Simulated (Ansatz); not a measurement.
VBiO4:

```
CELL_PARAMETERS angstrom
-2.56105 2.56105 5.79606
2.56105 -2.56105 5.79606
2.56105 2.56105 -5.79606
ATOMIC_POSITIONS crystal
Bi 0.75000 0.25000 0.50000
Bi 0.00000 0.00000 0.00000
V 0.25000 0.75000 0.50000
V 0.50000 0.50000 0.00000
O 0.43810 0.32910 0.60895
O 0.57915 0.68810 0.60899
O 0.72016 0.82915 0.39105
O 0.07910 0.97016 0.39101
O 0.67090 0.27984 0.10899
O 0.02984 0.42085 0.10895
O 0.31190 0.92090 0.89105
O 0.17085 0.56190 0.89101
```

Measurements of this composition are mostly on another form, of space group No. 15.

Base run:

* Program: Ansatz 0.2.0
* Functional: PBEsol
* Potentials or basis: Ansatz PAW
* Cutoff: 420 eV (not typed: the program's choice for these potentials)
* k mesh: 7 × 7 × 7
* Occupations: fermi-dirac, width 0.05 eV
* Spin: collinear spin, ferromagnetic start
* Starting moments: [0.0, 0.0, 2.0, 2.0, 0.0, 0.0, 0.0, 0.0, 0.0, 0.0, 0.0, 0.0] μB

Its results: band gap on the k mesh 2.13 eV, indirect (least direct gap 2.14 eV); pressure -1.8 GPa; net moment 0.00 μB per cell; largest force 0.262 eV/Å.

The run is repeated on the same cell with these changes: hubbard terms from none to V d U = 3 eV; hubbard projectors from none to ortho-atomic (the default). What comes out?

Band gap on the k mesh 2.23 eV, indirect (least direct gap 2.24 eV); pressure -1.3 GPa; net moment 0.00 μB per cell; largest force 0.168 eV/Å.

The U term pushes filled and empty states of the shell apart.

Caveats: spin-orbit coupling is left out, which as a rule narrows the gap of such compounds by several tenths of an eV; the PAW data sets come from PBE, with cores solved anew for the run's functional, which leaves a small shift of forces and pressure; the starting moments weren't kept; the k mesh misses the band edges, so the gap on the mesh is wider than the one along the path (some runs); the magnetic or orbital state may not be the lowest (some runs).
